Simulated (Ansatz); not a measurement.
**C2H2I radical: how energies converge with the basis set**

The task here is to estimate one member of a computed series from the others.

Computed with Ansatz 0.2.0, Gaussian basis. Level: one geometry, several basis sets.

The runs, in order: PBE0-D4/def2-SVP; ωB97M-V/def2-SVP; PBE0-D4/def2-QZVPP; ωB97M-V/def2-QZVPP; the functionals' def2-TZVPP values are taken from earlier runs.

## Structure used throughout

All runs share one geometry, relaxed beforehand with PBE0-D4 in a triple-zeta def2 set. I takes the def2 core potential; no spin-orbit term is included.

SMILES `[CH]=CI`, 5 atoms, charge 0, spin multiplicity 2.

Atoms are counted from 1 here; the program's logs count them from 0.

Bond lengths: C1–C2 1.282 Å, C1–H4 1.075 Å, C2–I3 2.145 Å, C2–H5 1.082 Å. Angles: C2–C1–H4 144.8°, C1–C2–I3 121.0°, C1–C2–H5 127.9°, I3–C2–H5 111.1°.

The first run:

Input file in.yaml:

```yaml
crystal:
  periodic: [false, false, false]
  atoms:
    - {symbol: C, position_ang: [-0.741561, -0.615357, -0.282330]}
    - {symbol: C, position_ang: [-0.013566, 0.430366, -0.137476]}
    - {symbol: I, position_ang: [1.837299, 0.345939, 0.943931]}
    - {symbol: H, position_ang: [-0.828014, -1.663714, -0.059264]}
    - {symbol: H, position_ang: [-0.204257, 1.429067, -0.506261]}
basis:
  gaussian: {orbitals: def2-SVP}
magnetization: {spin_polarized: true, initial_magnetization: 1}
hamiltonian: {xc: pbe0, dispersion: d4}
output: {orbitals: {seedname: orbitals}}
```

Among the steps run: PBE0-D4 in def2-SVP; ωB97M-V in def2-SVP; PBE0-D4 in def2-QZVPP; ωB97M-V in def2-QZVPP.

One table of the session follows, with a row left open; its other results are not shown here.

It belongs to the step «Density functionals: the series». 

```
functional       basis  HOMO (eV)  LUMO (eV)
   PBE0-D4    def2-SVP      -7.07      -2.94
   PBE0-D4  def2-TZVPP      -7.10      -3.05
   PBE0-D4  def2-QZVPP      -7.11      -3.07
   ωB97M-V    def2-SVP          ?          ?
   ωB97M-V  def2-TZVPP      -8.96      -1.17
   ωB97M-V  def2-QZVPP      -8.97      -1.22
```

Estimate the missing values for ωB97M-V, def2-SVP.

**Answer.** HOMO (eV): -8.93; LUMO (eV): -0.95. In the column «HOMO (eV)» it lies between ωB97M-V, def2-TZVPP (-8.96) and PBE0-D4, def2-QZVPP (-7.11).
